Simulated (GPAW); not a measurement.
# Ti3Ag (Pm-3m) in GPAW: a series of runs, part 2 of 2

GPAW 26.7.0. The steps go on from the part before.

## 4. Relaxation of cell and atoms, PBEsol, target pressure 30 GPa, at which the enthalpy is minimised

The input, run.py:

```python
from ase import Atoms
from ase.filters import FrechetCellFilter
from ase.io import write
from ase.optimize import BFGS
from ase.units import GPa
from gpaw import GPAW, PW, setup_paths

setup_paths.insert(0, '.')

atoms = Atoms(['Ag', 'Ti', 'Ti', 'Ti'],
              cell=[[4.098807, 0.0, 0.0],
                    [0.0, 4.098807, 0.0],
                    [0.0, 0.0, 4.098807]],
              scaled_positions=[[0.0, 0.0, 0.0],
                                [0.0, 0.5, 0.5],
                                [0.5, 0.0, 0.5],
                                [0.5, 0.5, 0.0]],
              pbc=True)

calc = GPAW(mode=PW(600),
            xc='PBEsol',
            kpts={'size': (6, 6, 6), 'gamma': True},
            occupations={'name': 'fermi-dirac', 'width': 0.05},
            nbands=48,
            convergence={'density': 1e-05, 'forces': 0.0001},
            maxiter=150,
            txt='gpaw.txt')
atoms.calc = calc
opt = BFGS(FrechetCellFilter(atoms, scalar_pressure=30 * GPa), trajectory='relax.traj', logfile='-')
done = opt.run(fmax=0.02, steps=60)
calc.write('gs.gpw')
write('result.traj', atoms)
print('Converged:', done)
print('Cell:', atoms.cell.cellpar().round(4))
print('Volume:', round(atoms.get_volume(), 4))
print(atoms.get_scaled_positions().round(5))
```

Potentials or basis: PAW data sets generated in the run's folder for this functional, pw.

Command:

```
$ gpaw-setup -f PBEsol Ag Ti
$ OMP_NUM_THREADS=1 python run.py
```

gpaw.txt:

```text
__  _  _
 | _ |_)|_||  |
 |__||  | ||/\| - 26.7.0

Input parameters:
  mode=PW(ecut=600.0),
  convergence={'density': 1e-05, 'forces': 0.0001},
  kpts=MonkhorstPack(size=(6, 6, 6), gamma=True),
  maxiter=150,
  nbands=48,
  occupations=Occupations(name='fermi-dirac', width=0.05),
  xc=XC(name='PBEsol')

Diagonalizing LCAO Hamiltonian
Converting LCAO to pw mode
    .---------.
   /|         |
  / |         |
 *  |         |
 | Ti         |
 |  .-Ti------.
 | /    Ti   /
 |/         /
 Ag--------*

Atoms  # Å, Bohr magnetons
|   | symbol |        x |        y |        z |    initial magnetic moments |
|---|--------|----------|----------|----------|-----------------------------|
| 0 |     Ag | 0.000000 | 0.000000 | 0.000000 | ( 0.0000,  0.0000,  0.0000) |
| 1 |     Ti | 0.000000 | 2.049403 | 2.049403 | ( 0.0000,  0.0000,  0.0000) |
| 2 |     Ti | 2.049403 | 0.000000 | 2.049403 | ( 0.0000,  0.0000,  0.0000) |
| 3 |     Ti | 2.049403 | 2.049403 | 0.000000 | ( 0.0000,  0.0000,  0.0000) |

Unit cell  # Å
| periodic |        x |        y |        z |  lengths |    angles |
|----------|----------|----------|----------|----------|-----------|
|      yes | 4.098807 | 0.000000 | 0.000000 | 4.098807 | 90.000000 |
|      yes | 0.000000 | 4.098807 | 0.000000 | 4.098807 | 90.000000 |
|      yes | 0.000000 | 0.000000 | 4.098807 | 4.098807 | 90.000000 |

Number of symmetries: 48
Symmetry operations  # r_c * U_cc + t_c -> r_c
[... 862 lines left out ...]
|  6 |  σ   |  1, 0, 0,  0,-1, 0,  0, 0, 1 |
|  7 |  C2  |  1, 0, 0,  0,-1, 0,  0, 0,-1 |
|  8 |  σ   |  0, 1, 0,  1, 0, 0,  0, 0, 1 |
[... 233 lines left out ...]
Stress tensor  # eV/Ang^3
|         x |         y |         z |
|-----------|-----------|-----------|
| -0.191960 |  0.000000 |  0.000000 |
|  0.000000 | -0.191960 |  0.000000 |
|  0.000000 |  0.000000 | -0.191960 |

Forces  # eV/Ang
|        x |        y |       z |
|----------|----------|---------|
|  0.00000 |  0.00000 | 0.00000 |  # Ag   0
| -0.00000 |  0.00000 | 0.00000 |  # Ti   1
|  0.00000 | -0.00000 | 0.00000 |  # Ti   2
| -0.00000 | -0.00000 | 0.00000 |  # Ti   3

Interpolating wave functions to new cell
[... 6 lines left out ...]
Atoms  # Å, Bohr magnetons
|   | symbol |         x |         y |         z |    initial magnetic moments |
|---|--------|-----------|-----------|-----------|-----------------------------|
| 0 |     Ag | -0.000000 | -0.000000 | -0.000000 | ( 0.0000,  0.0000,  0.0000) |
| 1 |     Ti |  0.000000 |  1.908217 |  1.908217 | ( 0.0000,  0.0000,  0.0000) |
| 2 |     Ti |  1.908217 | -0.000000 |  1.908217 | ( 0.0000,  0.0000,  0.0000) |
| 3 |     Ti |  1.908217 |  1.908217 |  0.000000 | ( 0.0000,  0.0000,  0.0000) |

Unit cell  # Å
| periodic |        x |         y |        z |  lengths |    angles |
|----------|----------|-----------|----------|----------|-----------|
|      yes | 3.816434 | -0.000000 | 0.000000 | 3.816434 | 90.000000 |
|      yes | 0.000000 |  3.816434 | 0.000000 | 3.816434 | 90.000000 |
|      yes | 0.000000 |  0.000000 | 3.816434 | 3.816434 | 90.000000 |

Number of symmetries: 48
Symmetry operations  # r_c * U_cc + t_c -> r_c
|    | kind |            matrix            |
|----|------|------------------------------|
|  0 |  E   |  1, 0, 0,  0, 1, 0,  0, 0, 1 |
|  1 |  σ   |  1, 0, 0,  0, 1, 0,  0, 0,-1 |
|  2 |  σ   |  1, 0, 0,  0, 0, 1,  0, 1, 0 |
|  3 |  C4  |  1, 0, 0,  0, 0, 1,  0,-1, 0 |
|  4 |  C4  |  1, 0, 0,  0, 0,-1,  0, 1, 0 |
|  5 |  σ   |  1, 0, 0,  0, 0,-1,  0,-1, 0 |
|  6 |  σ   |  1, 0, 0,  0,-1, 0,  0, 0, 1 |
|  7 |  C2  |  1, 0, 0,  0,-1, 0,  0, 0,-1 |
|  8 |  σ   |  0, 1, 0,  1, 0, 0,  0, 0, 1 |
[... 238 lines left out ...]
Forces  # eV/Ang
|        x |        y |        z |
|----------|----------|----------|
|  0.00000 | -0.00000 |  0.00000 |  # Ag   0
| -0.00000 | -0.00000 |  0.00000 |  # Ti   1
|  0.00000 |  0.00000 |  0.00000 |  # Ti   2
|  0.00000 |  0.00000 | -0.00000 |  # Ti   3

# Writing to gs.gpw (mode='')
```

stdout:

```text
Step          Energy          fmax
BFGS:    0      -11.824144        3.823960
BFGS:    1      -12.387334        3.188153
BFGS:    2      -13.473034        0.476278
BFGS:    3      -13.487100        0.065307
BFGS:    4      -13.488641        0.001056
Converged: True
Cell: [ 3.8164  3.8164  3.8164 90.     90.     90.    ]
Volume: 55.587
[[0.  0.  0. ]
 [0.  0.5 0.5]
 [0.5 0.  0.5]
 [0.5 0.5 0. ]]
```

Run time: 3.3 min. Hardware: 1 thread of Arm Neoverse V2, shared host; peak memory 0.25 GiB.

What came out:

```yaml
Free_energy: -23.8970 eV
Relaxed_volume: 13.90 Å³/atom
Relaxed_cell: a = 3.816 Å, b = 3.816 Å, c = 3.816 Å, α = 90.00°, β = 90.00°, γ = 90.00°
Space_group_after_relaxing_to_0.05_Å: Pm-3m (No. 221)
Energy_change_on_relaxing_the_enthalpy_is_what_falls: +204.5 meV/atom
Ionic_steps: 5
Pressure_after_relaxing: 30.0 GPa
Band_gap_on_the_k_mesh: none (metal or under the smearing width)
```

The path:
```tsv
step	energy change (eV)	largest force (eV/Å)	pressure (GPa)	volume (Å³)
1	0.0000	0.0000	-5.59	68.86
2	-0.0472	0.0000	-0.91	66.10
3	0.5893	0.0000	24.63	56.89
4	0.8526	0.0000	30.76	55.41
5	0.8180	0.0000	29.99	55.59
```

Final structure:
```
Ag Ti
1.0
     3.81643    0.00000    0.00000
     0.00000    3.81643    0.00000
     0.00000    0.00000    3.81643
Ag Ti
1 3
Direct
  0.00000 0.00000 0.00000
  0.00000 0.50000 0.50000
  0.50000 0.00000 0.50000
  0.50000 0.50000 0.00000
```

Caveat: later steps reuse the first step's grids; the volume moved by over 15 % at a fixed basis, so the end points are rough.

## 5. The runs side by side

```tsv
cell	target pressure	gap on the mesh (eV)	pressure (GPa)
relaxed to 10 GPa	10 GPa	none	9.8
relaxed to 20 GPa	20 GPa	none	20.0
relaxed to 30 GPa	30 GPa	none	30.0
```

Alike in all rows: task relaxation of cell and atoms; level PBEsol; potentials or basis PAW data sets generated in the run's folder for this functional, pw; no spin polarisation; k mesh 6 × 6 × 6; cutoff (eV) 600; smearing fermi-dirac 0.05 eV.

Caveats: later steps reuse the first step's grids; the volume moved by over 15 % at a fixed basis, so the end points are rough (some runs).

Total energies depend on the potentials used, so only differences within one code and one set of settings carry meaning.
